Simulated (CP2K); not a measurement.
Runs of CP2K 2026.2 on Ti3Se. It takes space group P-6m2 (No. 187, hexagonal). The conventional cell has a = 3.197 Å, b = 3.197 Å, c = 7.943 Å, α = 90.00°, β = 90.00°, γ = 120.00°. Se (site symmetry -6m2) is surrounded by 6 Ti at 2.58 Å. Ti (site symmetry -6m2) has 12 Ti at 2.85 to 3.20 Å as nearest neighbours. Ti (site symmetry 3m) is surrounded by 3 Se at 2.58 Å and 3 Ti at 2.85 Å. The cell comes from a database or a generator and needn't be the stable form of this composition.

```csv
level,potentials or basis,smearing,EPS_DEFAULT,points a segment of the path (NPOINTS),bands added on the path,CUTOFF of the grids,gap on the mesh (eV),pressure (GPa),largest force (eV/Å)
PBEsol,"POTENTIAL_UZH Se GTH-PBE-q6, Ti GTH-PBE-q12; TZVP-MOLOPT-PBE-GTH basis",fermi-dirac 0.0259 eV,1.0E-10,10,2,450 Ry,none,(a),0.04
LDA,"GTH_POTENTIALS Se GTH-PADE-q6, Ti GTH-PADE-q12; TZVP-MOLOPT-PBE-GTH basis",fermi-dirac 0.0259 eV,1.0E-10,10,6,450 Ry,none,(b),0.10
r2SCAN,"POTENTIAL_UZH Se GTH-SCAN-q6, Ti GTH-SCAN-q12; TZVP-MOLOPT-SCAN-GTH basis",fermi-dirac 0.1 eV,1.0E-9,8,2,675 Ry,none,0.1,0.05
PBE,"POTENTIAL_UZH Se GTH-PBE-q6, Ti GTH-PBE-q12; TZVP-MOLOPT-PBE-GTH basis",fermi-dirac 0.1 eV,1.0E-9,10,4,450 Ry,none,0.9,(c)
```

Alike in all rows: task band structure; no spin polarisation; cell as given; k mesh 10 × 10 × 4.

Q: Fill in the values left out.

A: (a) -3.3; (b) -7.6; (c) 0.08.

Caveats: the basis of atomic orbitals isn't converged, which shifts pressures, moduli and gaps; the potentials were made for another functional, which shifts forces and pressure (some runs).

A k mesh can miss the band edges, and the runs leave out spin-orbit coupling on Se.

A gap of «none» marks a metal or a gap under the smearing width.
